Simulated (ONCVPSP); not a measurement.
**Cu: generating and testing an ONCV potential**

Task: generate the file, and judge it by its errors in other configurations, its logarithmic derivatives, its ghosts and its cutoff.

Method: ONCVPSP 4.0.1, PBEsol, scalar-relativistic.

## (1) The atom and the settings

The settings as typed:

- element: copper (Cu, Z = 29)
- type: optimised norm-conserving Vanderbilt (ONCV)
- frozen core: [Ne]
- valence charge: 19
- reference configuration: 3s2 3p6 3d9 4s2
- partial waves: 3s+4s: rc 1.35 bohr, ncon 5, nbas 9, qcut 9.5 1/bohr, 2 projectors; 3p: rc 1.05 bohr, ncon 4, nbas 8, qcut 13.7 1/bohr, 1 projector; 3d: rc 1.05 bohr, ncon 3, nbas 7, qcut 18.1 1/bohr, local
- local potential: the d channel
- core correction: polynomial model core, fcfact 0.15

The outer shells as boxes (Hund's rule for the drawing; the calculation is spin-unpolarised):

```
[Ne] core
3s [↑↓]
3p [↑↓][↑↓][↑↓]
3d [↑↓][↑↓][↑↓][↑↓][↑ ]
4s [↑↓]
```

The nodes and maxima of the atom's own shells, from an earlier all-electron run, set the scale for the radii.

All-electron outer shells of the reference configuration (PBEsol, scalar-relativistic, ld1.x):

| shell | level (eV) | outermost node (bohr) | outermost maximum (bohr) |
| --- | --- | --- | --- |
| 2p | -922.16 | – | 0.16 |
| 3s | -119.70 | 0.29 | 0.61 |
| 3p | -77.17 | 0.26 | 0.62 |
| 3d | -9.55 | – | 0.60 |
| 4s | -5.83 | 0.88 | 2.16 |
| 4p | -1.13 | 0.96 | 3.10 |

## (2) Generating the potential

Cu.dat reads:

```
# ATOM AND REFERENCE CONFIGURATION
# atsym  z   nc   nv     iexc    psfile
  Cu 29.00    3    4  -116133      upf
#
#   n    l    f
    1    0    2.00
    2    0    2.00
    2    1    6.00
    3    0    2.00
    3    1    6.00
    3    2    9.00
    4    0    2.00
#
# PSEUDOPOTENTIAL AND OPTIMIZATION
# lmax
    2
#
#   l,   rc,      ep,       ncon, nbas, qcut
    0    1.35    0.00    5    9    9.50
    1    1.05    0.00    4    8   13.70
    2    1.05    0.00    3    7   18.10
#
# LOCAL POTENTIAL
# lloc, lpopt,  rc(5),   dvloc0
    2    5    1.05    0.00
#
# VANDERBILT-KLEINMAN-BYLANDER PROJECTORs
# l, nproj, debl
    0    2    2.30
    1    1    0.80
    2    0    2.10
#
# MODEL CORE CHARGE
# icmod, fcfact, rcfact
    1    0.15    0.00
#
# LOG DERIVATIVE ANALYSIS
# epsh1, epsh2, depsh
   -6.00    5.00    0.04
#
# OUTPUT GRID
# rlmax, drl
    6.00    0.01
#
# TEST CONFIGURATIONS
# ncnf
    4
# nvcnf
#   n    l    f
    4
    3    0    2.00
    3    1    6.00
    3    2   10.00
    4    0    1.00
#
    4
    3    0    2.00
    3    1    6.00
    3    2   10.00
    4    0    0.00
#
    4
    3    0    2.00
    3    1    6.00
    3    2    9.00
    4    0    0.00
#
    4
    3    0    2.00
    3    1    6.00
    3    2    8.00
    4    0    0.00
#
```

On the command line:

```sh
oncvpsp.x < Cu.dat > Cu.out
```

**Question.** What will these runs give? Wanted: cutoffs for 1 and 0.1 mHa per electron, occupied waves; bound ghosts; GHOST(+) flags; largest test error; largest phase difference near zero energy, channels read; rms error of d²Exc/dn², without and with the model core.

**Answer**, as computed:

```
                                                quantity                         value
  cutoffs for 1 and 0.1 mHa per electron, occupied waves             103 Ha and 119 Ha
                                            bound ghosts                    none found
                                          GHOST(+) flags                   s at 570 eV
                            largest test error (AE − PS)  -27 meV, for 3s2 3p6 3d8 4s0
largest phase difference near zero energy, channels read                     0.008 rad
 rms error of d²Exc/dn², without and with the model core             2.73 and 1.49 mHa
```

**Reading.** By total energies transferability is fair: the largest error is 27 meV on 66.4 eV, for 3s2 3p6 3d8 4s0. That test lies far up in energy; among those under 40 eV, nearer to bonding, the largest error is 5.2 meV. By its cutoff, 103 Ha for the looser tolerance, it is very hard. At the looser tolerance the 3d wave is the slowest; 3p needs 47 Ha. It is free of bound ghosts as far as tested. Near zero energy the phases of the channels with partial waves agree within 0.008 rad. The program also flags highly localised states, GHOST(+) (s). These are tests on the free atom; a crystal test is still owed.
